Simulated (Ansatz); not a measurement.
**Ge₂H₃+ (singlet): the correlation ladder, cc-pVTZ**

An exercise on one series of results from a longer session: the logs are not shown, and one member is left open.

Program: Ansatz 0.2.0, Gaussian basis. Level of theory: cc-pVTZ, core rule «outside noble gas», up to 28 orbitals frozen. These are calculated values, not measurements.

Plan: UHF; CCSD(T) on RHF; CCSD(T) on UHF; BCCD(T) on RHF; CCSDT(Q) on RHF; CCSDT(Q) on UHF; CASSCF and NEVPT2, 10 electrons in 11 orbitals.

5 further runs of the same task are left out: 5 set aside as unsound or not needed.

### What is computed

The geometry is a PBE0/def2-TZVP stationary point (not a proven minimum) of the parent state, kept for this charge and spin. No spin-orbit coupling is included. The filled d shell of Ge may be among the frozen orbitals whatever the setting's name suggests; the logs give the count.

5 atoms, charge 1, spin multiplicity 1.

Atoms are counted from 1 here; the program's logs count them from 0.

Bond lengths: Ge1–Ge2 2.489 Å, Ge1–H3 1.550 Å, Ge1–H4 1.544 Å, Ge1–H5 1.544 Å. Angles: Ge2–Ge1–H3 104.2°, Ge2–Ge1–H4 115.6°, Ge2–Ge1–H5 115.6°, H3–Ge1–H4 106.7°, H3–Ge1–H5 106.7°, H4–Ge1–H5 107.3°.

Set-up of the first run:

Input file in.yaml:

```yaml
crystal:
  periodic: [false, false, false]
  atoms:
    - {symbol: Ge, position_ang: [-0.001989, 0.000001, 1.207499]}
    - {symbol: Ge, position_ang: [-0.001381, -0.000001, -1.281547]}
    - {symbol: H, position_ang: [1.500233, -0.000013, 1.588157]}
    - {symbol: H, position_ang: [-0.628647, 1.243483, 1.874144]}
    - {symbol: H, position_ang: [-0.628670, -1.243469, 1.874145]}
basis:
  gaussian: {orbitals: cc-pVTZ}
total_charge: 1
magnetization: {spin_polarized: true, initial_magnetization: 0}
hamiltonian: {xc: hf}
output: {orbitals: {seedname: orbitals}}
```

Launch:

```console
> ansatz run in.yaml --threads 1 --pin off --events-out ev --progress --plain --max-ram 4096MiB --backend cpu
```

Steps of the session up to this table: UHF; CCSD(T) on RHF; CCSD(T) on UHF; BCCD(T) on RHF; CCSDT(Q) on RHF; CCSDT(Q) on UHF; CASSCF and NEVPT2, 10 electrons in 11 orbitals.

One of the session's tables, all rows but one given; the rest of the session is left out.

```
        method  from RCCSDT(Q) (meV)
           RHF               +6217.0
           UHF               +6181.1
          RMP2               +1318.2
          UMP2               +1450.7
         RCCSD                +231.1
         UCCSD                +238.1
      RCCSD(T)                 +42.7
      UCCSD(T)                 +45.0
       BCCD(T)                 +41.4
        RCCSDT                  +9.4
        UCCSDT                 +12.4
     RCCSDT(Q)                     0
     UCCSDT(Q)                  +2.3
CASSCF valence                     ?
NEVPT2 valence               +1011.9
```

Estimate the missing values for CASSCF valence.

As computed: from RCCSDT(Q) (meV): +3728.1. In the column «from RCCSDT(Q) (meV)» it lies between UMP2 (+1450.7) and UHF (+6181.1).

Some runs used a GPU and others CPU threads alone; cost is compared among the CPU runs only.

Caveats from the session: Restricted and unrestricted rows rest on different reference determinants; where their highest levels disagree by more than a few hundredths of an eV, they describe different states and don't form one ladder.
